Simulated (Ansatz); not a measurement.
**BClH₅NOSi: up Jacob's ladder to CCSD(T)**

How much do the methods differ for BClH₅NOSi? The plan is to run it at one geometry with functionals of several rungs and with coupled cluster, and see how far each lands from CCSD(T) at the basis-set limit for the atomisation energy.

Method: functionals in def2-TZVPP, the program's frozen cores in correlated methods; program: Ansatz 0.2.0, Gaussian basis.

Plan: PBE-D4, r2SCAN-D4, PBE0-D4, B3LYP-D4, ωB97X-V, ωB97M-V, B2PLYP; CCSD(T)/def2-TZVPP; MP2/def2-QZVPP; extrapolation to the limit.

## (1) The relaxed structure

All runs share one geometry, relaxed beforehand with PBE0-D4 in a triple-zeta def2 set.

10 atoms, charge 0, spin multiplicity 1.

Atoms are counted from 1 here; the program's logs count them from 0.

Bond lengths: B1–Si2 1.934 Å, B1–N3 1.661 Å, B1–H6 1.196 Å, B1–H7 1.195 Å, Si2–N3 1.851 Å, Si2–O4 1.634 Å, Si2–Cl5 2.066 Å, N3–H8 1.011 Å, N3–H9 1.011 Å, O4–H10 0.960 Å. Angles: Si2–B1–N3 61.4°, Si2–B1–H6 117.3°, Si2–B1–H7 118.0°, N3–B1–H6 112.0°, N3–B1–H7 112.4°, H6–B1–H7 120.5°, B1–Si2–N3 52.0°, B1–Si2–O4 126.4°, B1–Si2–Cl5 125.2°, N3–Si2–O4 110.2°, N3–Si2–Cl5 105.4°, O4–Si2–Cl5 107.8°, B1–N3–Si2 66.6°, B1–N3–H8 116.4°, B1–N3–H9 115.5°, Si2–N3–H8 121.1°, Si2–N3–H9 119.7°, H8–N3–H9 110.8° and more.

## (2) PBE-D4 (GGA)

in.yaml

```yaml
crystal:
  periodic: [false, false, false]
  atoms:
    - {symbol: B, position_ang: [-0.535957, 0.578973, 1.159135]}
    - {symbol: Si, position_ang: [-0.061637, 0.502398, -0.714523]}
    - {symbol: N, position_ang: [0.031082, -0.854807, 0.540424]}
    - {symbol: O, position_ang: [1.416509, 0.783355, -1.352844]}
    - {symbol: Cl, position_ang: [-1.272347, -0.225979, -2.221346]}
    - {symbol: H, position_ang: [0.250481, 1.088033, 1.903206]}
    - {symbol: H, position_ang: [-1.694702, 0.523592, 1.447454]}
    - {symbol: H, position_ang: [-0.621742, -1.626477, 0.523263]}
    - {symbol: H, position_ang: [0.932094, -1.153349, 0.889341]}
    - {symbol: H, position_ang: [1.639418, 0.333162, -2.171108]}
basis:
  gaussian: {orbitals: def2-TZVPP}
hamiltonian: {xc: pbe, dispersion: d4}
output: {forces: true, orbitals: {seedname: orbitals}}
```

On the command line:

```
> ansatz run in.yaml --threads 4 --pin off --events-out ev --progress --plain --max-ram 10444MiB
```

Further steps of the session: r2SCAN-D4 (meta-GGA); PBE0-D4 (hybrid); B3LYP-D4 (hybrid); ωB97X-V (range-separated); ωB97M-V (range-separated); B2PLYP (double hybrid); CCSD(T) in def2-TZVPP; MP2 in def2-QZVPP.

Q: Predict the results of all the runs planned. Wanted: atomisation energy, CCSD(T)/CBS; farthest; mean size of error, hybrid; mean size of error, range-separated; gap, smallest and largest; T1 diagnostic; triples share of the correlation energy.

As calculated:

| quantity | value |
| --- | --- |
| atomisation energy, CCSD(T)/CBS | 3546.7 kJ/mol |
| functionals within 17.7 kJ/mol (0.5 %) | PBE0-D4, B3LYP-D4 |
| farthest | PBE-D4 (+72.7 kJ/mol) |
| mean size of error, hybrid | 2.1 kJ/mol |
| mean size of error, range-separated | 24.0 kJ/mol |
| gap, smallest and largest | 4.84 eV (PBE-D4), 11.18 eV (ωB97X-V) |
| T1 diagnostic | 0.0109 |
| triples share of the correlation energy | 3.9 % |

**Reading.** PBE-D4 is off by +72.7 kJ/mol. Double hybrids carry the basis error of their MP2 part in triple zeta, and no dispersion term here, so their miss is partly the set-up's. Misses under about 17.7 kJ/mol are within the doubt on the reference itself, which lacks core-valence correlation, relativity and higher excitations. Hartree-Fock recovers 71 % of the binding; the rest is correlation. Orbital gaps span 4.8 to 11.2 eV; exact exchange widens them.
